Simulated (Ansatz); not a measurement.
The first iterations of a band of a periodic cell of 20 atoms, W8C9F3 (surface WC(001), adsorbate CF3).

Theory: DFT PBEsol, scalar-relativistic, plane waves, PAW in Ansatz 0.2.0. Settings: PAW set soft_1, cutoff 420 eV, k mesh 3x3x1, fermi-dirac smearing 0.15 eV, no spin polarisation.

* movable images: 3
* climbing image: yes
* spring: 50.0 eV/Å²
* optimiser: fire
* start path: default
* force threshold: 0.05 eV/Å
* iteration limit: 50
* end points: relaxed
* atoms held: 1, 5, 9, 13

Image 0:

```xyz
20
Lattice="5.7763 0.0000 0.0000 -2.8882 5.0024 0.0000 0.0000 0.0000 16.2385" Properties=species:S:1:pos:R:3
W 0.000 0.000 1.000
C 1.444 0.834 2.308
W -0.002 0.001 3.836
C 1.444 0.823 4.939
W -1.444 2.501 1.000
C 0.000 3.335 2.308
W -1.444 2.498 3.836
C -0.010 3.340 4.939
W 2.888 0.000 1.000
C 4.332 0.834 2.329
W 2.891 0.001 3.836
C 4.332 0.834 5.103
W 1.444 2.501 1.000
C 2.888 3.335 2.308
W 1.444 2.501 3.824
C 2.898 3.341 4.939
C -1.444 0.834 6.614
F -1.455 -0.416 7.121
F -0.356 1.449 7.121
F -2.521 1.468 7.121
```

Image 4:

Only the atoms that move by more than 0.05 Å are listed.
```
C8 0.000 3.335 5.103
C12 4.323 0.839 4.939
C17 0.000 3.335 6.614
F18 -0.011 2.085 7.121
F19 1.088 3.951 7.121
F20 -1.077 3.969 7.121
```

| iteration | highest image above the first end (eV) | largest band force component (eV/Å) |
| --- | --- | --- |
| 1 | 3.834 | 2.933 |
| 2 | 3.722 | 2.189 |
| 3 | 3.647 | 1.411 |
| 4 | 3.583 | 1.194 |
| 5 | 3.572 | 1.044 |
| 6 | 3.556 | 0.891 |
| 7 | 3.543 | 0.535 |
| 8 | 3.534 | 0.609 |
| 9 | 3.526 | 0.722 |
| 10 | 3.525 | 0.693 |
| 11 | 3.523 | 0.636 |
| 12 | 3.520 | 0.556 |
| 13 | 3.517 | 0.459 |
| 14 | 3.513 | 0.444 |
| 15 | 3.509 | 0.430 |

Task: Does the band converge within its limit, and where does its top end?

Result: It converged. It ended after 45 iterations with the highest image 3.322 eV above the first end. Neighbouring images differ by up to 2.8 eV, so the band resolves the path poorly. The order of the stationary point at the top wasn't checked. Limits of this set-up: coarse k mesh, thin slab, slab without dipole correction, odd electron count without spin, PAW files made for another functional.

Run time: 20 min on 4 threads of Arm Neoverse V1, with other jobs on the host, peak memory 2.3 GiB.
